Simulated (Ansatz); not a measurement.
Predict the output of the script below (Ansatz 0.2.0 through its Python package).

The script, `drho.py`:
```python
"""Density difference of CaHI against its sublattices."""

import warnings

import ansatz as az
import numpy as np

FUNCTIONAL = "pbesol"
SMEARING = "methfessel_paxton"
CUTOFF_EV = 460
MESH = (6, 6, 2)

vectors0 = np.array([
    [4.071, 0.0, 0.0],
    [0.0, 4.071, 0.0],
    [0.0, 0.0, 8.941],
])
sites = [
    ("Ca", (0.0, 0.5, 0.16)),
    ("Ca", (0.5, 0.0, 0.84)),
    ("H", (0.0, 0.0, 0.0)),
    ("H", (0.5, 0.5, 0.0)),
    ("I", (0.0, 0.5, 0.675)),
    ("I", (0.5, 0.0, 0.325)),
]


def make_crystal(cell):
    crystal = az.Crystal(lattice=az.Lattice.of(cell))
    for symbol, position in sites:
        crystal = crystal.atom(symbol, position)
    return crystal

warnings.simplefilter("ignore", az.DeckWarning)

# one cutoff and one grid for all runs, so that the fields can be subtracted
def solve(crystal):
    return (
        crystal.calculation()
        .functional(FUNCTIONAL)
        .occupations(SMEARING, width=50 * az.meV)
        .basis(CUTOFF_EV, grid_basis="typed")
        .kpoints(*MESH)
        .density()
        .run(threads=1)
    )


whole = solve(make_crystal(vectors0))
difference = whole.density().channels[0].density_e_per_ang3.copy()
binding = whole.report["free_energy_ev"]
for element in ["Ca", "H", "I"]:
    part = az.Crystal(lattice=az.Lattice.of(vectors0))
    for symbol, position in sites:
        if symbol == element:
            part = part.atom(symbol, position)
    alone = solve(part)
    difference -= alone.density().channels[0].density_e_per_ang3
    binding -= alone.report["free_energy_ev"]
    print(f"{element} sublattice: {alone.report['n_electrons']:g} electrons, {alone.report['n_iterations']} iterations")

voxel = abs(np.linalg.det(vectors0)) / difference.size
print(f"energy of the crystal less its unpolarised sublattices: {binding / len(sites):.4f} eV/atom")
print(f"net charge of the difference {difference.sum() * voxel:.5f} e, charge rearranged {0.5 * np.abs(difference).sum() * voxel:.3f} e")
print(f"extremes {difference.min():.4f} and {difference.max():.4f} e/A^3")
for (symbol, position) in sites:
    index = tuple(int(round(p * n)) % n for p, n in zip(position, difference.shape))
    print(f"  change of the pseudo-density at the grid point nearest {symbol}: {difference[index]:+.4f} e/A^3")
profile = difference.mean(axis=(0, 1))
print("planar mean along the third vector:", np.round(profile[:: max(len(profile) // 12, 1)], 4))
```

```console
$ python drho.py
Ca sublattice: 20 electrons, 8 iterations
H sublattice: 2 electrons, 6 iterations
I sublattice: 34 electrons, 8 iterations
energy of the crystal less its unpolarised sublattices: -2.5249 eV/atom
net charge of the difference -0.00000 e, charge rearranged 1.009 e
extremes -0.0654 and 0.5254 e/A^3
  change of the pseudo-density at the grid point nearest Ca: -0.0374 e/A^3
  change of the pseudo-density at the grid point nearest Ca: -0.0374 e/A^3
  change of the pseudo-density at the grid point nearest H: +0.5254 e/A^3
  change of the pseudo-density at the grid point nearest H: +0.5254 e/A^3
  change of the pseudo-density at the grid point nearest I: +0.0341 e/A^3
  change of the pseudo-density at the grid point nearest I: +0.0341 e/A^3
planar mean along the third vector: [ 0.024  -0.0033 -0.014   0.003   0.0084 -0.0006 -0.0047 -0.0043  0.0004
  0.0088  0.0004 -0.0141  0.0013]
```

Caveats:
- Grid values close to the nuclei reflect the PAW or pseudopotential construction, not the all-electron fields.
- The structure is a deposited one; some such entries were measured under pressure or heat, so a shift against it needn't be the functional's error alone.
- Charge moved counts every rearrangement, bonding and polarisation too, and is no transfer between atoms; the bare sublattices are artificial references. Values near the nuclei depend on the potentials.
- Run time: 10 s on 1 thread of Arm Neoverse V2, with other jobs on the host, peak memory 0.46 GiB.
